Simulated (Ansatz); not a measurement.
# La4HfO: the cost of one run

Program: Ansatz 0.2.0. Level of theory: DFT PBE, scalar-relativistic, plane waves, PAW. These are calculated values, not measurements.

### Step 1. The starting structure

Symmetry: P4/mmm, No. 123, tetragonal system. Conventional cell: a = 3.567 Å, b = 3.567 Å, c = 12.476 Å, α = 90.00°, β = 90.00°, γ = 90.00°. La (site symmetry 4mm) has 4 Hf at 3.30 Å and 8 La at 3.35 to 3.57 Å as nearest neighbours. Around La (site symmetry 4mm) lie 4 O at 3.16 Å and 8 La at 3.35 to 3.57 Å. Hf (site symmetry 4/mmm) is surrounded by 8 La at 3.30 Å and 4 Hf at 3.57 Å. O (site symmetry 4/mmm) has 8 La at 3.16 Å as nearest neighbours.

Structure file:

```
CELL_PARAMETERS angstrom
3.56736 0.00000 0.00000
0.00000 3.56736 0.00000
0.00000 0.00000 12.47649
ATOMIC_POSITIONS crystal
La 0.50000 0.50000 0.17034
La 0.00000 0.00000 0.65261
La 0.00000 0.00000 0.34739
La 0.50000 0.50000 0.82966
Hf 0.00000 0.00000 0.00000
O 0.50000 0.50000 0.50000
```

A structure generator made this guess: species swapped into a database cell of Hf4AgPd (P4/mmm, No. 123), with La on the Hf sites, Hf on the Ag sites and O on the Pd sites. Lengths come from tabulated atomic sizes and are only a guess.

### Step 2. Probe: one point on a coarse mesh

The input, input.yaml:

```yaml
crystal:
  lattice:
    - [3.56736288, 0.0, 0.0]
    - [0.0, 3.56736288, 0.0]
    - [0.0, 0.0, 12.47648534]
  atoms:
    - { symbol: La, position: [0.5, 0.5, 0.17033884] }
    - { symbol: La, position: [0.0, 0.0, 0.65260673] }
    - { symbol: La, position: [0.0, 0.0, 0.34739327] }
    - { symbol: La, position: [0.5, 0.5, 0.82966116] }
    - { symbol: Hf, position: [0.0, 0.0, 0.0] }
    - { symbol: O, position: [0.5, 0.5, 0.5] }
basis:
  ecutwfc: 420
kpoints:
  mp_grid: { grid: [6, 6, 2] }
hamiltonian:
  xc: pbe
scf:
  occupations: { method: gaussian, width: 0.1 }
  lower_state_search: "off"
output:
  forces: true
  stress: true
  eigenvalues: true
```

Run with:

```
$ ansatz run input.yaml --threads 1 --pin off --max-ram 2560MiB --backend cpu --events-out ev --progress --plain --runs-dir out
```

What time and memory should one allow on 1 thread of AMD EPYC 9R45 (Zen 5), shared host?

About 5.9 s, with a peak of 0.52 GiB.
